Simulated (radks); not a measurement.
**Fractional charge and spin in the 6s shell of lead**

One table from this session's results is given with a row withheld; the runs are named, their logs left out.

The numbers are computed with radks (a radial shooting solver on a logarithmic mesh, Libxc functionals) version 1 (scalar-relativistic Kohn-Sham, LDA (Slater exchange, Perdew-Wang correlation), spin-polarised, spherical densities, finite nucleus), except any that are marked as measured or tabulated.

### What is computed

* element: lead (Z = 82)
* configuration: [Xe] 4f14 5d10 6p(up 0.5, down 0.5) 6s(up 1, down 1)
* nuclear rms radius: 5.5012 fm

A shell typed twice in an input gives spin up, then spin down.

Set-up of the first run:

The run's settings:

```text
Z 82
configuration [Xe] 4f14 5d10 6p0.5 6p0.5 6s1 6s1
relativity scalar-relativistic
functional lda,pw
spin polarised
nucleus finite rms 5.5012 fm
c 137.035999084
```

Steps of the session up to this table: 6s: up 1, down 1.

One of the session's tables, all rows but one given; the rest of the session is left out.

It belongs to the step «6s: up 1, down 1». Sizes of the orbitals, from the radial functions (bohr):

```
level     <r>  outermost maximum (interpolated)  90 % within  nodes
   4p  0.4103                             0.382        0.594      2
   4d  0.4312                             0.388        0.642      1
   5s  0.8527                             0.788         1.21      4
   4f  0.4539                             0.349        0.721      0
   5p  0.9762                             0.881         1.41      3
   5d   1.302                              1.07         1.98      2
   6s       ?                                 ?            ?      ?
   6p   2.984                              2.51         4.43      4
```

Estimate the missing values for 6s.

The run gave: <r>: 2.241; outermost maximum (interpolated): 1.94; 90 % within: 3.27; nodes: 5. In the column «<r>» it lies between 5d (1.302) and 6p (2.984).
